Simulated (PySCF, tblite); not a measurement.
# C7H9NOS: geometry, infrared bands and NMR shifts

What infrared bands and NMR shifts should C7H9NOS (`Cc1cc[n+]([O-])cc1CS`) show?

Programs: tblite 0.8.0 and PySCF 2.14.0, with density-fitted response routines of our own. Each step states its level of theory. These are calculated values for one molecule in the gas phase, unless marked as measured. Atoms count from 0, in the outputs and in this text.

### 1 The starting structure

19 atoms, charge 0, multiplicity 1; geometry from: force field or distance geometry start.

Bonds of the start (Å): C0–C1 1.50, C1–C2 1.42, C2–C3 1.39, C3–N4 1.37, N4–O5 1.26, N4–C6 1.39, C6–C7 1.40, C7–C8 1.51, C8–S9 1.82, C7–C1 1.41, C0–H10 1.10, C0–H11 1.10, C0–H12 1.09, C2–H13 1.08, C3–H14 1.08, C6–H15 1.08, C8–H16 1.09, C8–H17 1.09, S9–H18 1.35.

### 2 Geometry optimisation with GFN2-xTB

Job settings and geometry (Å):

```
{"job": {"kind": "relax", "xc": "GFN2-xTB", "basis": "xTB"}, "charge": 0, "multiplicity": 1}
C     -1.635200    -1.490600    -0.176300
C     -0.292000    -0.840600    -0.066000
C      0.824500    -1.649500     0.273200
C      2.083100    -1.073500     0.380100
N      2.288000     0.266200     0.198200
O      3.440900     0.774200     0.298500
C      1.201500     1.061900    -0.136900
C     -0.089000     0.538100    -0.264100
C     -1.215000     1.477200    -0.605200
S     -2.033300     2.132500     0.883400
H     -2.025100    -1.390100    -1.199300
H     -2.353200    -1.034000     0.526200
H     -1.607700    -2.556100     0.066700
H      0.702900    -2.715200     0.434700
H      2.980400    -1.613300     0.639400
H      1.464100     2.099000    -0.251600
H     -1.966400     0.993300    -1.234200
H     -0.837800     2.318900    -1.191100
H     -0.940700     2.711000     1.416700
```

The run is started by

```sh
$ OMP_NUM_THREADS=1 python probes_run.py task.json out
```

The driver reads the jobs from task.json and runs them one after another.

**Question.** This job is followed by: GFN2-xTB harmonic vibrations, gas phase; GIAO PBE0/pcSseg-1 NMR shielding, non-relativistic, gas phase. What will the session give for the following? strongest single infrared mode (GFN2-xTB); zero-point energy (GFN2-xTB); 13C shifts against TMS (PBE0/pcSseg-1); 1H shifts against TMS (PBE0/pcSseg-1, means over atoms taken as alike); 15N shifts against NH3 (PBE0/pcSseg-1); 17O shifts against H2O (PBE0/pcSseg-1); 33S shifts against CS2 (PBE0/pcSseg-1).

The runs gave:

| quantity | value |
| --- | --- |
| strongest single infrared mode (GFN2-xTB) | 1502 cm⁻¹, 278 km/mol |
| zero-point energy (GFN2-xTB) | 90.4 kcal/mol |
| 13C shifts against TMS (PBE0/pcSseg-1) | 145.4, 142.5, 141.4, 134.8, 133.9, 32.3, 19.6 ppm |
| 1H shifts against TMS (PBE0/pcSseg-1, means over atoms taken as alike) | 8.11, 8.00, 7.14, 3.54, 2.48, 1.61 ppm |
| 15N shifts against NH3 (PBE0/pcSseg-1) | 335.4 ppm |
| 17O shifts against H2O (PBE0/pcSseg-1) | 459.9 ppm |
| 33S shifts against CS2 (PBE0/pcSseg-1) | -39 ppm |

In words: Over 59 steps the energy fell by 0.148 eV; of the close pairs, N4–C6 changed most, 1.388 to 1.352 Å. All 51 modes are real, so the xTB geometry is a minimum. The strongest single mode, at 1502 cm⁻¹, is spread over several atoms, N4, C1, C7, C2 among them. Unscaled tight-binding wavenumbers are off by several per cent, some by more. Its intensities can rank the bands wrongly. At PBE0/pcSseg-1: The widest tensor belongs to O5: span 535 ppm, with a paramagnetic part of -522 ppm. NICS(1)zz of -20 ppm above the planar ring from C1 marks a diatropic (aromatic) ring current.
